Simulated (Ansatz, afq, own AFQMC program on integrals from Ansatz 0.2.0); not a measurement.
# Ge₂H₃ (quartet): quantum Monte Carlo beside coupled cluster, cc-pVDZ

Aim: compute Ge₂H₃ (quartet) with auxiliary-field quantum Monte Carlo on the same integrals as coupled cluster, and set the energies side by side.

The runs use Ansatz 0.2.0, Gaussian basis, and an in-house AFQMC program (afq) on its integrals; all values are calculated; cc-pVDZ, frozen cores.

To be run: PBE (unrestricted); r2SCAN (unrestricted); PBE0 (unrestricted); B3LYP (unrestricted); wB97M-V (unrestricted); B2PLYP (unrestricted); CCSD(T) on ROHF; Phaseless AFQMC, CISD trial on ROHF; CCSD(T) on UHF; Phaseless AFQMC, CISD trial on UHF.

### 1 The system

The geometry is a PBE0/def2-TZVP stationary point (not a proven minimum) of the parent state, kept for this charge and spin. No spin-orbit coupling is included. The filled d shell of Ge may be among the frozen orbitals whatever the setting's name suggests; the logs give the count.

5 atoms, charge 0, spin multiplicity 4.

Atoms are counted from 1 here; the program's logs count them from 0.

Bond lengths: Ge1–Ge2 2.489 Å, Ge1–H3 1.550 Å, Ge1–H4 1.544 Å, Ge1–H5 1.544 Å. Angles: Ge2–Ge1–H3 104.2°, Ge2–Ge1–H4 115.6°, Ge2–Ge1–H5 115.6°, H3–Ge1–H4 106.7°, H3–Ge1–H5 106.7°, H4–Ge1–H5 107.3°.

### 2 PBE (unrestricted)

Input file in.yaml:

```yaml
crystal:
  periodic: [false, false, false]
  atoms:
    - {symbol: Ge, position_ang: [-0.001989, 0.000001, 1.207499]}
    - {symbol: Ge, position_ang: [-0.001381, -0.000001, -1.281547]}
    - {symbol: H, position_ang: [1.500233, -0.000013, 1.588157]}
    - {symbol: H, position_ang: [-0.628647, 1.243483, 1.874144]}
    - {symbol: H, position_ang: [-0.628670, -1.243469, 1.874145]}
basis:
  gaussian: {orbitals: cc-pVDZ}
magnetization: {spin_polarized: true, initial_magnetization: 3}
hamiltonian: {xc: {name: PBE}}
output: {orbitals: {seedname: orbitals}}
```

Command:

```bash
> ansatz run in.yaml --threads 1 --pin off --events-out ev --progress --plain --max-ram 1843MiB
```

Output:

```text
Functional definition: PBE
  name "PBE"
  cite "Perdew, Burke & Ernzerhof, Phys. Rev. Lett. 77, 3865 (1996) doi:10.1103/PhysRevLett.77.3865"
  parent pbe
  parameter kappa = 0.804
  parameter beta = 0.06672455060314922
  exchange = pbe_x(kappa = kappa, mu = beta*pi^2/3)
  correlation = pbe_c(beta = beta)
924 factors; their error is unknown
mean field evaluation 1: about -113062.6908 eV, gradient 8.9e0 eV
mean field evaluation 2: about -113062.8223 eV, gradient 6.6e0 eV
mean field evaluation 4: about -113063.2995 eV, gradient 5.7e-1 eV
mean field evaluation 8: about -113063.2915 eV, gradient 4.7e-2 eV
mean field evaluation 16: about -113063.2915 eV, gradient 2.6e-5 eV
mean field -113063.29151739 eV, -4154.9993262125 hartree, gradient 2.6e-5 eV, S^2 3.751092; 0 other end points of the search recorded, 0 dependent functions left out
reference -113063.29155280 eV, -4154.9993275138 hartree; 35, 32 occupied and 34, 37 virtual orbitals, 924 factors
Total energy: -113063.29155280 eV, -4154.9993275138 hartree
```

Wall time 2.5 s (1 thread of Arm Neoverse V2, shared host); peak memory 0.33 GiB.

From the report: ⟨S²⟩ of the determinant 3.751 (pure quartet: 3.75).

### 3 r2SCAN (unrestricted)

in.yaml, as its differences from that of step 2:

```diff
@@ -11,3 +11,2 @@
 magnetization: {spin_polarized: true, initial_magnetization: 3}
-hamiltonian: {xc: {name: PBE}}
-output: {orbitals: {seedname: orbitals}}
+hamiltonian: {xc: {name: r2SCAN}}
```

Launched as before.

Output:

```text
Functional definition: r2SCAN
  name "r2SCAN"
  cite "Furness, Kaplan, Ning, Perdew & Sun, J. Phys. Chem. Lett. 11, 8208 (2020) doi:10.1021/acs.jpclett.0c02405"
  cite "Furness, Kaplan, Ning, Perdew & Sun, J. Phys. Chem. Lett. 11, 9248 (2020) doi:10.1021/acs.jpclett.0c03077"
  parent r2scan
  parameter k0 = 0.174
  parameter k1 = 0.065
  parameter a1 = 4.9479
  exchange = r2scan_x(k0 = k0, k1 = k1, a1 = a1)
  correlation = r2scan_c
924 factors; their error is unknown
mean field evaluation 1: about -113079.6423 eV, gradient 7.0e0 eV
mean field evaluation 2: about -113079.8288 eV, gradient 4.4e0 eV
mean field evaluation 4: about -113080.0490 eV, gradient 4.3e-1 eV
mean field evaluation 8: about -113080.0446 eV, gradient 5.5e-2 eV
mean field evaluation 16: about -113080.0447 eV, gradient 2.9e-5 eV
mean field -113080.04467254 eV, -4155.6149933086 hartree, gradient 3.0e-5 eV, S^2 3.752771; 0 other end points of the search recorded, 0 dependent functions left out
reference -113080.04468374 eV, -4155.6149937201 hartree; 35, 32 occupied and 34, 37 virtual orbitals, 924 factors
Total energy: -113080.04468374 eV, -4155.6149937201 hartree
```

It took 7.5 s on 1 thread of Arm Neoverse V2, shared host; peak memory 0.33 GiB.

From the report: ⟨S²⟩ of the determinant 3.753 (pure quartet: 3.75).

### 4 PBE0 (unrestricted)

in.yaml, as its differences from that of step 3:

```diff
@@ -11,2 +11,3 @@
 magnetization: {spin_polarized: true, initial_magnetization: 3}
-hamiltonian: {xc: {name: r2SCAN}}
+hamiltonian: {xc: {name: PBE0}}
+output: {orbitals: {seedname: orbitals}}
```

The command is unchanged.

Output:

```text
Functional definition: PBE0
  name "PBE0"
  cite "Adamo & Barone, J. Chem. Phys. 110, 6158 (1999) doi:10.1063/1.478522"
  cite "Perdew, Burke & Ernzerhof, Phys. Rev. Lett. 77, 3865 (1996) doi:10.1103/PhysRevLett.77.3865"
  parent pbe
  parameter a = 0.25
  parameter kappa = 0.804
  parameter beta = 0.06672455060314922
  exchange = (1 - a)*pbe_x(kappa = kappa, mu = beta*pi^2/3) + a*exact_x
  correlation = pbe_c(beta = beta)
784 factors; integrals over basis functions are off by at most 9.9e-4 eV
mean field evaluation 1: about -113066.0921 eV, gradient 5.5e0 eV
mean field evaluation 2: about -113066.3019 eV, gradient 2.7e0 eV
mean field evaluation 4: about -113066.3899 eV, gradient 3.2e-1 eV
mean field evaluation 8: about -113066.4108 eV, gradient 4.2e-2 eV
mean field evaluation 16: about -113066.4109 eV, gradient 1.4e-5 eV
mean field -113066.41089144 eV, -4155.1139610946 hartree, gradient 1.4e-5 eV, S^2 3.751910; 0 other end points of the search recorded, 0 dependent functions left out
reference -113066.41091804 eV, -4155.1139620719 hartree; 35, 32 occupied and 34, 37 virtual orbitals, 784 factors
Total energy: -113066.41091804 eV, -4155.1139620719 hartree
```

Wall time 4.2 s (1 thread of Arm Neoverse V2, shared host); peak memory 0.33 GiB.

From the report: ⟨S²⟩ of the determinant 3.752 (pure quartet: 3.75).

### 5 B3LYP (unrestricted)

in.yaml, as its differences from that of step 4:

```diff
@@ -11,3 +11,2 @@
 magnetization: {spin_polarized: true, initial_magnetization: 3}
-hamiltonian: {xc: {name: PBE0}}
-output: {orbitals: {seedname: orbitals}}
+hamiltonian: {xc: {name: B3LYP}}
```

Launched as before.

Output, shortened:

```text
Functional definition: B3LYP
  name "B3LYP"
  cite "Stephens, Devlin, Chabalowski & Frisch, J. Phys. Chem. 98, 11623 (1994) doi:10.1021/j100096a001"
  cite "Becke, Phys. Rev. A 38, 3098 (1988) doi:10.1103/PhysRevA.38.3098"
  cite "Lee, Yang & Parr, Phys. Rev. B 37, 785 (1988) doi:10.1103/PhysRevB.37.785"
  cite "Vosko, Wilk & Nusair, Can. J. Phys. 58, 1200 (1980) doi:10.1139/p80-159"
[...]
784 factors; integrals over basis functions are off by at most 9.9e-4 eV
[...]
mean field -113083.17707747 eV, -4155.7301070667 hartree, gradient 6.5e-5 eV, S^2 3.751448; 0 other end points of the search recorded, 0 dependent functions left out
reference -113083.17730584 eV, -4155.7301154591 hartree; 35, 32 occupied and 34, 37 virtual orbitals, 784 factors
Total energy: -113083.17730584 eV, -4155.7301154591 hartree
```

Wall time 4.2 s (1 thread of Arm Neoverse V2, shared host); peak memory 0.33 GiB.

From the report: ⟨S²⟩ of the determinant 3.751 (pure quartet: 3.75).

### 6 wB97M-V (unrestricted)

in.yaml, as its differences from that of step 5:

```diff
@@ -11,2 +11,3 @@
 magnetization: {spin_polarized: true, initial_magnetization: 3}
-hamiltonian: {xc: {name: B3LYP}}
+hamiltonian: {xc: {name: wB97M-V}}
+output: {orbitals: {seedname: orbitals}}
```

Same command.

Output, shortened:

```text
Functional definition: wB97M-V
  name "wB97M-V"
  cite "Mardirossian & Head-Gordon, J. Chem. Phys. 144, 214110 (2016) doi:10.1063/1.4952647"
  cite "Becke, J. Chem. Phys. 107, 8554 (1997) doi:10.1063/1.475007"
  cite "Vydrov & Van Voorhis, J. Chem. Phys. 133, 244103 (2010) doi:10.1063/1.3521275"
  # Of w^i u^j: cxij and so on, Table III.
[...]
  gx(w, u) = 1 - cx + cx01*u + cx10*w
  gss(w, u) = css00 + css04*u^4 + css10*w + css20*w^2 + css43*w^4*u^3
  gos(w, u) = cos00 + cos10*w + (cos20 + cos21*u)*w^2 + (cos60 + cos61*u)*w^6
[...]
      + integral(e_c_pw_mod_opposite_spin*gos(b97_w_opposite, b97_u_opposite)) + vv10(b, c)
784 factors; integrals over basis functions are off by at most 9.9e-4 eV
220 factors; integrals over basis functions are off by at most 3.1e-6 eV
[...]
mean field -113074.03186468 eV, -4155.3940266954 hartree, gradient 3.0e-5 eV, S^2 3.753176; 0 other end points of the search recorded, 0 dependent functions left out
reference -113074.03190026 eV, -4155.3940280028 hartree; 35, 32 occupied and 34, 37 virtual orbitals, 784 factors
Total energy: -113074.03190026 eV, -4155.3940280028 hartree
```

Run time: 19 s. Hardware: 1 thread of Arm Neoverse V2, shared host; peak memory 0.34 GiB.

From the report: ⟨S²⟩ of the determinant 3.753 (pure quartet: 3.75).

### 7 B2PLYP (unrestricted)

in.yaml, as its differences from that of step 6:

```diff
@@ -11,3 +11,3 @@
 magnetization: {spin_polarized: true, initial_magnetization: 3}
-hamiltonian: {xc: {name: wB97M-V}}
-output: {orbitals: {seedname: orbitals}}
+hamiltonian: {xc: {name: B2PLYP}}
+correlation: {electrons: outside_noble_gas}
```

Launched as before.

Output, shortened:

```text
Functional definition: B2PLYP
  name "B2PLYP"
  cite "Grimme, J. Chem. Phys. 124, 034108 (2006) doi:10.1063/1.2148954"
  cite "Becke, Phys. Rev. A 38, 3098 (1988) doi:10.1103/PhysRevA.38.3098"
  cite "Lee, Yang & Parr, Phys. Rev. B 37, 785 (1988) doi:10.1103/PhysRevB.37.785"
[...]
784 factors; integrals over basis functions are off by at most 9.9e-4 eV
[...]
mean field -113056.35006779 eV, -4154.7442326449 hartree, gradient 2.9e-6 eV, S^2 3.753577; 0 other end points of the search recorded, 0 dependent functions left out
28 core orbitals not correlated: weight in the atoms' cores, before any rotation towards them, 0.999 or more for the frozen orbitals, at most 0.001 for the correlated occupied ones
reference -113056.35021296 eV, -4154.7442379796 hartree; 7, 4 occupied and 34, 37 virtual orbitals, 784 factors
second order -5.01390243 eV of doubles, -0.00000000 eV of singles
Total energy: -113057.70396661 eV, -4154.7939875088 hartree
```

Wall time 4.4 s (1 thread of Arm Neoverse V2, shared host); peak memory 0.33 GiB.

From the report: ⟨S²⟩ of the determinant 3.754 (pure quartet: 3.75).

### 8 CCSD(T) on ROHF

in.yaml, as its differences from that of step 7:

```diff
@@ -10,4 +10,3 @@
   gaussian: {orbitals: cc-pVDZ}
-magnetization: {spin_polarized: true, initial_magnetization: 3}
-hamiltonian: {xc: {name: B2PLYP}}
-correlation: {electrons: outside_noble_gas}
+magnetization: {spin_polarized: false, initial_magnetization: 3}
+correlation: {method: ccsd_t, electrons: outside_noble_gas, hamiltonian_folder: ham}
```

Same command.

Output, shortened:

```text
Functional definition: HF
  name "HF"
  cite "Fock, Z. Phys. 61, 126 (1930) doi:10.1007/BF01340294"
  parent pbe
[...]
784 factors; integrals over basis functions are off by at most 9.9e-4 eV
[...]
mean field -112991.08243673 eV, -4152.3456914433 hartree, gradient 8.1e-6 eV, S^2 3.750000; 0 other end points of the search recorded, 0 dependent functions left out
28 core orbitals not correlated: weight in the atoms' cores, before any rotation towards them, 0.999 or more for the frozen orbitals, at most 0.000 for the correlated occupied ones
reference -112991.08243673 eV, -4152.3456914433 hartree; 7, 4 occupied and 34, 37 virtual orbitals, 784 factors
second order -3.94357598 eV of doubles, -0.02603954 eV of singles
cycle   1  -4.68532449 eV  change   -7.1e-1 eV  update   7.0e-2
[...]
cycle  10  -4.97427431 eV  change   -8.4e-6 eV  update   9.6e-6
perturbative correction -0.12808072 eV, -0.0047068797 hartree
Total energy: -112996.18479175 eV, -4152.5331995320 hartree
```

Run time: 3.7 s. Hardware: 1 thread of Arm Neoverse V2, shared host; peak memory 0.33 GiB.

From the report: correlation -5.1024 eV; T1 0.023; largest double amplitude 0.05.

This run also writes the integrals to the folder ham.

### 9 Phaseless AFQMC, CISD trial on ROHF

It reads the integrals that the CCSD(T) run on this determinant wrote.

Command:

```bash
> afq ham --method phaseless --trial cisd --walkers 60 --populations 1 --least-time 40 --time-step 0.005 --steps-per-block 50 --equilibration-blocks 28 --max-blocks 300 --target-error 0.0004 --factor-cut 1e-05 --start spin_pure --seed 2898 --release-times 0.24,0.5,1,1.5 --release-step 0.02 --release-every 4 --taylor-order 6
```

Output:

```text
orbitals 41  electrons 7 4  factors 334 of 784
reference energy -4152.34569144 Eh
CCSD correlation -0.18280106 Eh in 11 cycles, weight of the determinant in the CISD state 0.8763
energy of the start -4152.528492 Eh
 block  time / (1/Eh)  mean weight  energy / Eh
     1     0.250  0.9993  -4152.525955
     2     0.500  1.0010  -4152.526037
     3     0.750  0.9996  -4152.527729
     4     1.000  1.0003  -4152.527048
     5     1.250  0.9986  -4152.527710
     6     1.500  1.0009  -4152.529043
     7     1.750  1.0007  -4152.532941
     8     2.000  1.0000  -4152.533384
     9     2.250  1.0011  -4152.534933
    10     2.500  0.9979  -4152.535387
    13     3.250  1.0008  -4152.532675
    17     4.250  0.9988  -4152.535695
    21     5.250  1.0017  -4152.531634
    25     6.250  1.0014  -4152.534064
    29     7.250  0.9999  -4152.533587
    33     8.250  0.9999  -4152.531881
    37     9.250  1.0003  -4152.531595
    41    10.250  1.0005  -4152.532635
    45    11.250  0.9998  -4152.533469
    49    12.250  0.9999  -4152.532540
    53    13.250  0.9985  -4152.534752
    57    14.250  0.9981  -4152.536530
    61    15.250  0.9997  -4152.534570
    65    16.250  0.9995  -4152.532236
    69    17.250  1.0003  -4152.531131
    73    18.250  1.0010  -4152.531954
    77    19.250  1.0016  -4152.537472
    81    20.250  0.9980  -4152.535209
    85    21.250  0.9999  -4152.535433
    89    22.250  1.0001  -4152.534612
    93    23.250  1.0004  -4152.535220
    97    24.250  0.9990  -4152.535454
   101    25.250  1.0004  -4152.538374
   105    26.250  1.0003  -4152.532080
   109    27.250  1.0016  -4152.534885
   113    28.250  0.9992  -4152.538152
   117    29.250  1.0002  -4152.536728
   121    30.250  1.0016  -4152.533366
   125    31.250  0.9979  -4152.534566
   129    32.250  0.9994  -4152.531849
   133    33.250  0.9998  -4152.532928
   137    34.250  1.0006  -4152.534886
   141    35.250  0.9998  -4152.534637
   145    36.250  0.9985  -4152.534205
   149    37.250  0.9999  -4152.533628
   153    38.250  1.0001  -4152.536461
   157    39.250  0.9999  -4152.536923
   161    40.250  1.0001  -4152.535429
   165    41.250  1.0006  -4152.536865
   169    42.250  0.9981  -4152.533268
   173    43.250  0.9982  -4152.532553
   177    44.250  1.0007  -4152.537383
   181    45.250  1.0004  -4152.534971
   185    46.250  1.0004  -4152.534717
blocks merged  error / Eh  count
     1  0.000165  160
     2  0.000212  80
     4  0.000268  40
     8  0.000316  20
    16  0.000361  10
released: time / (1/Eh)  energy / Eh  error  mean overlap
  0.24  -4152.534537  0.000412  0.9997
  0.50  -4152.534486  0.000353  0.9990
  1.00  -4152.535008  0.000326  0.9874
  1.50  -4152.534262  0.000455  1.0009
energy -4152.534332 +/- 0.000316 Eh
```

Wall time 5.8 min (1 thread of Arm Neoverse V2, shared host); peak memory 0.34 GiB.

Energy -112996.2156 ± 0.0086 eV. Caveats: constraint bias not in the error.

### 10 CCSD(T) on UHF

in.yaml, as its differences from that of step 8:

```diff
@@ -10,3 +10,3 @@
   gaussian: {orbitals: cc-pVDZ}
-magnetization: {spin_polarized: false, initial_magnetization: 3}
+magnetization: {spin_polarized: true, initial_magnetization: 3}
 correlation: {method: ccsd_t, electrons: outside_noble_gas, hamiltonian_folder: ham}
```

Command:

```bash
> ansatz run in.yaml --threads 1 --pin off --events-out ev --progress --plain --max-ram 1843MiB
```

Output, shortened:

```text
Functional definition: HF
  name "HF"
  cite "Fock, Z. Phys. 61, 126 (1930) doi:10.1007/BF01340294"
  parent pbe
[...]
784 factors; integrals over basis functions are off by at most 9.9e-4 eV
[...]
mean field -112991.15147246 eV, -4152.3482284598 hartree, gradient 2.1e-6 eV, S^2 3.757356; 0 other end points of the search recorded, 0 dependent functions left out
28 core orbitals not correlated: weight in the atoms' cores, before any rotation towards them, 0.999 or more for the frozen orbitals, at most 0.000 for the correlated occupied ones
reference -112991.15147246 eV, -4152.3482284598 hartree; 7, 4 occupied and 34, 37 virtual orbitals, 784 factors
second order -3.90968228 eV of doubles, -0.00000000 eV of singles
cycle   1  -4.63191643 eV  change   -7.2e-1 eV  update   7.0e-2
[...]
cycle  10  -4.92393843 eV  change   -9.5e-6 eV  update   9.4e-6
perturbative correction -0.12616716 eV, -0.0046365576 hartree
Total energy: -112996.20157805 eV, -4152.5338164170 hartree
```

Run time: 3.1 s. Hardware: 1 thread of Arm Neoverse V2, shared host; peak memory 0.34 GiB.

From the report: ⟨S²⟩ of the determinant 3.757 (pure quartet: 3.75); correlation -5.0501 eV; T1 0.020; largest double amplitude 0.04.

This run also writes the integrals to the folder ham.

### 11 Phaseless AFQMC, CISD trial on UHF

It reads the integrals that the CCSD(T) run on this determinant wrote.

Command:

```bash
> afq ham --method phaseless --trial cisd --walkers 60 --populations 1 --least-time 40 --time-step 0.005 --steps-per-block 50 --equilibration-blocks 28 --max-blocks 300 --target-error 0.0004 --factor-cut 1e-05 --start spin_pure --seed 2898 --release-times 0.24,0.5,1,1.5 --release-step 0.02 --release-every 4 --taylor-order 6
```

Output:

```text
orbitals 41  electrons 7 4  factors 334 of 784
reference energy -4152.34822846 Eh
CCSD correlation -0.18095130 Eh in 11 cycles, weight of the determinant in the CISD state 0.8791
energy of the start -4152.529002 Eh
 block  time / (1/Eh)  mean weight  energy / Eh
     1     0.250  0.9993  -4152.526598
     2     0.500  1.0010  -4152.526749
     3     0.750  0.9996  -4152.528496
     4     1.000  1.0003  -4152.527820
     5     1.250  0.9986  -4152.528457
     6     1.500  1.0009  -4152.529795
     7     1.750  1.0007  -4152.533591
     8     2.000  1.0000  -4152.534047
     9     2.250  1.0011  -4152.535532
    10     2.500  0.9979  -4152.535955
    13     3.250  1.0008  -4152.533434
    17     4.250  0.9988  -4152.536187
    21     5.250  1.0017  -4152.532299
    25     6.250  1.0013  -4152.535147
    29     7.250  0.9999  -4152.535856
    33     8.250  1.0000  -4152.533021
    37     9.250  1.0003  -4152.532499
    41    10.250  1.0005  -4152.532439
    45    11.250  0.9998  -4152.534013
    49    12.250  0.9999  -4152.534543
    53    13.250  0.9985  -4152.535211
    57    14.250  0.9981  -4152.537367
    61    15.250  0.9997  -4152.534968
    65    16.250  0.9995  -4152.535983
    69    17.250  1.0002  -4152.530738
    73    18.250  1.0010  -4152.532634
    77    19.250  1.0016  -4152.536586
    81    20.250  0.9980  -4152.535582
    85    21.250  0.9998  -4152.535343
    89    22.250  1.0001  -4152.537267
    93    23.250  1.0004  -4152.535754
    97    24.250  0.9990  -4152.536460
   101    25.250  1.0004  -4152.538879
   105    26.250  1.0003  -4152.532971
   109    27.250  1.0015  -4152.535412
   113    28.250  0.9992  -4152.538656
   117    29.250  1.0003  -4152.539471
   121    30.250  1.0015  -4152.533888
   125    31.250  0.9979  -4152.533172
   129    32.250  0.9994  -4152.531773
   133    33.250  0.9999  -4152.533044
   137    34.250  1.0005  -4152.534835
   141    35.250  0.9998  -4152.534419
   145    36.250  0.9987  -4152.534408
   149    37.250  0.9999  -4152.533372
   153    38.250  1.0000  -4152.536918
   157    39.250  0.9998  -4152.537322
   161    40.250  1.0001  -4152.535577
   165    41.250  1.0006  -4152.536484
   169    42.250  0.9983  -4152.534743
   173    43.250  0.9982  -4152.533651
   177    44.250  1.0009  -4152.537686
   181    45.250  1.0003  -4152.536452
   185    46.250  1.0003  -4152.534990
blocks merged  error / Eh  count
     1  0.000171  160
     2  0.000220  80
     4  0.000283  40
     8  0.000338  20
    16  0.000401  10
released: time / (1/Eh)  energy / Eh  error  mean overlap
  0.24  -4152.535148  0.000405  1.0004
  0.50  -4152.535088  0.000329  1.0016
  1.00  -4152.535518  0.000296  0.9921
  1.50  -4152.534821  0.000420  1.0062
energy -4152.534927 +/- 0.000338 Eh
```

Run time: 5.7 min. Hardware: 1 thread of Arm Neoverse V2, shared host; peak memory 0.34 GiB.

Energy -112996.2318 ± 0.0092 eV. Caveats: constraint bias not in the error.

### 12 All levels side by side

On the ROHF determinant, counted from CCSD(T) (a yardstick, not exact):

```csv
level,energy (eV),from CCSD(T) (meV),statistical error (meV),time
HF,-112991.0824,+5102.4,,
MP2,-112995.0521,+1132.7,,
CCSD,-112996.0567,+128.1,,
CCSD(T),-112996.1848,0.0,,
"Phaseless AFQMC, CISD trial, step 0.005, 60 walkers",-112996.2156,-30.8,8.6,5.8 min
```

On the UHF determinant, counted from CCSD(T) (a yardstick, not exact):

```csv
level,energy (eV),from CCSD(T) (meV),statistical error (meV),time
HF,-112991.1515,+5050.1,,
MP2,-112995.0612,+1140.4,,
CCSD,-112996.0754,+126.2,,
CCSD(T),-112996.2016,0.0,,
"Phaseless AFQMC, CISD trial, step 0.005, 60 walkers",-112996.2318,-30.2,9.2,5.7 min
```

The functionals' totals stand on their own zeros and serve differences with other points: PBE -113063.292 eV; r2SCAN -113080.045 eV; PBE0 -113066.411 eV; B3LYP -113083.177 eV; wB97M-V -113074.032 eV; B2PLYP -113057.704 eV.

### 13 Results

| quantity | value |
| --- | --- |
| Phaseless AFQMC, CISD trial on ROHF from CCSD(T) | -30.8 ± 8.6 meV |
| Phaseless AFQMC, CISD trial on UHF from CCSD(T) | -30.2 ± 9.2 meV |

What this shows: On ROHF the phaseless walk with the CISD trial lies -30.8 meV from CCSD(T), 4 times its error bar. On UHF the phaseless walk with the CISD trial lies -30.2 meV from CCSD(T), 3 times its error bar. Error bars are statistical and leave out the constraint, the time step and what remains of the start.
